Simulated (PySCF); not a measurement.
**C₂H₄AlF₃: a look at the electrons**

Aim: take C₂H₄AlF₃ and find what binds its two fragments.

The runs use PySCF 2.14.0; levels as typed in each script, gas phase, geometry from start geometry of a pair search.

### Step 1. Starting geometry

SMILES `C=C.F[Al](F)F`, 10 atoms, charge 0, spin multiplicity 1.

Bond lengths: C1–C2 1.317 Å, C1–H3 1.080 Å, C1–H4 1.078 Å, C2–H5 1.078 Å, C2–H6 1.078 Å, F7–Al8 1.633 Å, Al8–F9 1.632 Å, Al8–F10 1.633 Å. Angles: C2–C1–H3 122.3°, C2–C1–H4 121.8°, H3–C1–H4 115.9°, C1–C2–H5 121.9°, C1–C2–H6 122.2°, H5–C2–H6 115.9°, F7–Al8–F9 120.6°, F7–Al8–F10 120.3°, F9–Al8–F10 119.0°.

Coordinates:

```xyz
10
charge 0, multiplicity 1
C    -3.1719   -0.3111    0.4979
C    -4.2424    0.2293   -0.0454
H    -2.2637    0.2483    0.6647
H    -3.1482   -1.3464    0.7968
H    -5.1442   -0.3377   -0.2136
H    -4.2728    1.2633   -0.3482
F     0.0691   -0.2385   -0.8780
Al    1.4750    0.0165   -0.0869
F     1.9563    1.5303    0.2857
F     2.4346   -1.2419    0.3161
```

### Step 2. Binding of the two fragments (PBE/def2-svpd)

Input file input.py:

```python
import numpy as np
from pyscf import gto, scf, dft
from pyscf.scf import atom_ks, atom_hf
from scipy.linalg import block_diag
from pyscf.dispersion import dftd3

def solve(mol, dm0=None, hcore=None):
    mf = (dft.UKS if mol.spin else dft.RKS)(mol, xc='pbe')
    mf.grids.level = 3
    mf = mf.density_fit(auxbasis='def2-universal-jkfit')
    mf.conv_tol, mf.max_cycle = 1e-8, 80
    if hcore is not None:
        mf.get_hcore = lambda *args: hcore
    mf.kernel(dm0)
    if not mf.converged:
        mf = mf.newton().run(mf.mo_coeff, mf.mo_occ, max_cycle=30)
    assert mf.converged, 'SCF not converged'
    return mf

mol = gto.M(atom='''
C     -3.17189    -0.31114     0.49787
C     -4.24239     0.22931    -0.04542
H     -2.26370     0.24828     0.66468
H     -3.14817    -1.34640     0.79679
H     -5.14422    -0.33768    -0.21359
H     -4.27282     1.26326    -0.34818
F      0.06909    -0.23853    -0.87796
Al     1.47498     0.01654    -0.08688
F      1.95628     1.53026     0.28571
F      2.43462    -1.24190     0.31615
''', basis='def2-svpd', charge=0, spin=0, verbose=4)
mol_a = gto.M(atom='''
C     -3.17189    -0.31114     0.49787
C     -4.24239     0.22931    -0.04542
H     -2.26370     0.24828     0.66468
H     -3.14817    -1.34640     0.79679
H     -5.14422    -0.33768    -0.21359
H     -4.27282     1.26326    -0.34818
ghost-F      0.06909    -0.23853    -0.87796
ghost-Al     1.47498     0.01654    -0.08688
ghost-F      1.95628     1.53026     0.28571
ghost-F      2.43462    -1.24190     0.31615
''', basis='def2-svpd', charge=0, spin=0, verbose=4)
mol_b = gto.M(atom='''
ghost-C     -3.17189    -0.31114     0.49787
ghost-C     -4.24239     0.22931    -0.04542
ghost-H     -2.26370     0.24828     0.66468
ghost-H     -3.14817    -1.34640     0.79679
ghost-H     -5.14422    -0.33768    -0.21359
ghost-H     -4.27282     1.26326    -0.34818
F      0.06909    -0.23853    -0.87796
Al     1.47498     0.01654    -0.08688
F      1.95628     1.53026     0.28571
F      2.43462    -1.24190     0.31615
''', basis='def2-svpd', charge=0, spin=0, verbose=4)
ab, a, b = solve(mol), solve(mol_a), solve(mol_b)
e_int = ab.e_tot - a.e_tot - b.e_tot
print('counterpoise-corrected interaction energy / kcal/mol', e_int * 627.5095)
def disp(atoms, charge):
    m = gto.M(atom=atoms, charge=charge, basis='sto-3g', spin=None, unit='Bohr', verbose=0)
    return dftd3.DFTD3Dispersion(m, xc='pbe', version='d3bj').get_dispersion()['energy']
e_disp = disp(mol._atom, mol.charge) - disp(mol._atom[:6], mol_a.charge) - disp(mol._atom[6:], mol_b.charge)
print('D3(BJ) part / kcal/mol', e_disp * 627.5095)
# spherically averaged free atoms, for the promolecule
atm = atom_ks.get_atm_nrks(mol, xc='pbe')
pro = block_diag(*[(atm[a[0]][2] * atm[a[0]][3]) @ atm[a[0]][2].T for a in mol._atom])
np.savez('result.npz', e_int=e_int, e_disp=e_disp, dm_a=a.make_rdm1(), dm_b=b.make_rdm1(), c=ab.mo_coeff, occ=ab.mo_occ, eps=ab.mo_energy, pro=pro, d=[f.dip_moment(verbose=0) for f in (ab, a, b)])
```

Command:

```console
$ OMP_NUM_THREADS=1 python input.py
```

Q: Predict the outcome of this session. Wanted: interaction energy, counterpoise.

**Answer**, as computed:

| quantity | value |
| --- | --- |
| interaction energy, counterpoise (PBE/def2-svpd) | +0.1 kcal/mol |

The counterpoise-corrected interaction energy of the frozen fragments is +0.1 kcal/mol without dispersion correction and −0.3 kcal/mol with D3(BJ). The geometry was not optimised at these levels.
